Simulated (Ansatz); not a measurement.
Working through the interaction energy of a dimer with the counterpoise correction of CH2BrCl, SMILES ClCBr

Computed with Ansatz 0.2.0 through its Python package.

Typed at the interpreter:
```pycon
>>> import ansatz as az
>>> FIRST = [
...     ("Cl", (-1.5699, 0.108, 0.5712)),
...     ("C", (-0.0193, 0.0568, -0.1663)),
...     ("Br", (1.2388, -0.5809, 1.1152)),
...     ("H", (0.3759, 1.0622, -0.4976)),
...     ("H", (-0.0256, -0.6459, -1.0225)),
... ]
>>> SECOND = [
...     ("Cl", (1.7044, 3.1895, 0.8844)),
...     ("C", (0.0528, 3.3672, 1.3222)),
...     ("Br", (-0.3831, 5.2223, 1.2963)),
...     ("H", (-0.1957, 3.0169, 2.3673)),
...     ("H", (-0.5956, 2.8504, 0.5878)),
... ]
>>> def energy(atoms, ghosts=()):
...     molecule = az.Crystal.molecule()
...     for symbol, xyz in atoms:
...         molecule = molecule.atom(symbol, xyz)
...     calc = (
...         molecule.calculation()
...         .basis(gaussian="def2-SVPD")
...         .functional("B3LYP", dispersion="d4")
...     )
...     deck = calc.input()
...     if ghosts:
...         deck = deck.set(az.key.basis.gaussian.ghost_atoms, [{"symbol": s, "position_ang": list(xyz)} for s, xyz in ghosts])
...     return az.Session.from_dict(deck).plan().execute().report["free_energy_ev"]
...
>>> # ghost atoms carry the functions of the partner
>>> both = energy(FIRST + SECOND)
>>> alone = energy(FIRST) + energy(SECOND)
>>> ghosted = energy(FIRST, SECOND) + energy(SECOND, FIRST)
>>> print(f"dimer {both:.6f} eV")
dimer -167253.647569 eV
>>> print(f"interaction, uncorrected   {23.060548 * (both - alone):8.3f} kcal/mol")
interaction, uncorrected     -3.166 kcal/mol
>>> print(f"interaction, counterpoise  {23.060548 * (both - ghosted):8.3f} kcal/mol")
interaction, counterpoise    -2.098 kcal/mol
>>> print(f"basis-set superposition    {23.060548 * (alone - ghosted):8.3f} kcal/mol")
basis-set superposition       1.069 kcal/mol
```

Uncorrected it is -3.166 kcal/mol, with the counterpoise correction -2.098 kcal/mol; the difference, 1.07 kcal/mol, is the superposition error.

Total energies depend on the basis set; only differences at equal settings carry meaning. The dimer is a generated trial pose of unrelaxed monomers, not a minimum, so the figure is no binding energy, and the basis set is small. b3lyp holds the VWN-RPA fit, as in Gaussian; the form of ORCA and Turbomole is b3lyp5. Timing: 28 s on 1 thread of Intel(R) Xeon(R) Processor @ 2.30GHz, with other jobs on the host, peak memory 0.84 GiB.
